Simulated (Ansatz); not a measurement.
# ZrIn: the cost of one run

Program: Ansatz 0.2.0. Level of theory: DFT PBEsol, scalar-relativistic, plane waves, PAW. These are calculated values, not measurements.

2 further runs of the same task are left out: 1 that didn't finish, 1 set aside as unsound or not needed.

## Step 1: The structure to begin with

Symmetry: R-3m, No. 166, trigonal system. Conventional cell: a = 3.178 Å, b = 3.178 Å, c = 15.172 Å, α = 90.00°, β = 90.00°, γ = 120.00°. Around Zr (site symmetry -3m) lie 6 In at 3.12 Å and 6 Zr at 3.18 Å. Around In (site symmetry -3m) lie 6 Zr at 3.12 Å and 6 In at 3.18 Å.

Coordinates:

```cif
data_structure
_symmetry_space_group_name_H-M 'P 1'
_symmetry_Int_Tables_number 1
_cell_length_a 5.3799
_cell_length_b 5.3799
_cell_length_c 5.3799
_cell_angle_alpha 34.358
_cell_angle_beta 34.358
_cell_angle_gamma 34.358
_cell_volume 44.23
loop_
_atom_site_label
_atom_site_type_symbol
_atom_site_fract_x
_atom_site_fract_y
_atom_site_fract_z
_atom_site_occupancy
Zr1 Zr 0.50000 0.50000 0.50000 1
In1 In 0.00000 0.00000 0.00000 1
```

It goes back to an entry of the Materials Project, which need not be the stable form.

This cell was relaxed beforehand with the same method: volume 22.12 Å³/atom, gap on the mesh none (metal).

## Step 2: What is varied

The energy is mapped over volume and the cell's shape.

- volume per atom: 5 values from 20.35 to 23.89 Å³
- c/a of the conventional cell: 5 values from 3.98 to 5.73

Nothing else is relaxed (symmetry fixes all fractional coordinates). Energies count from the relaxed crystal. Points are written as (first, second).

## Step 3: The run at (20.35 Å³, 3.98)

The input, input.yaml:

```yaml
crystal:
  lattice:
    - [1.6420634069, 0.94804575, 4.3567226313]
    - [-1.6420634069, 0.94804575, 4.3567226313]
    - [0.0, -1.8960915, 4.3567226313]
  atoms:
    - { symbol: Zr, position: [0.5, 0.5, 0.5] }
    - { symbol: In, position: [0.0, 0.0, 0.0] }
basis:
  ecutwfc: 420
kpoints:
  mp_grid: { grid: [18, 18, 18] }
hamiltonian:
  xc: pbesol
  pseudopotentials: { kind: paw }
scf:
  occupations: { method: gaussian, width: 0.15 }
output:
  forces: true
  stress: true
  eigenvalues: true
```

Run with:

```console
$ ansatz run input.yaml --threads 1 --pin off --max-ram 2048MiB --backend cpu --events-out ev --progress --plain --runs-dir out
```

**Question.** How long does this run take on 1 thread of Arm Neoverse N1, shared host, and how much memory does it need?

About 34 s, with a peak of 0.6 GiB.
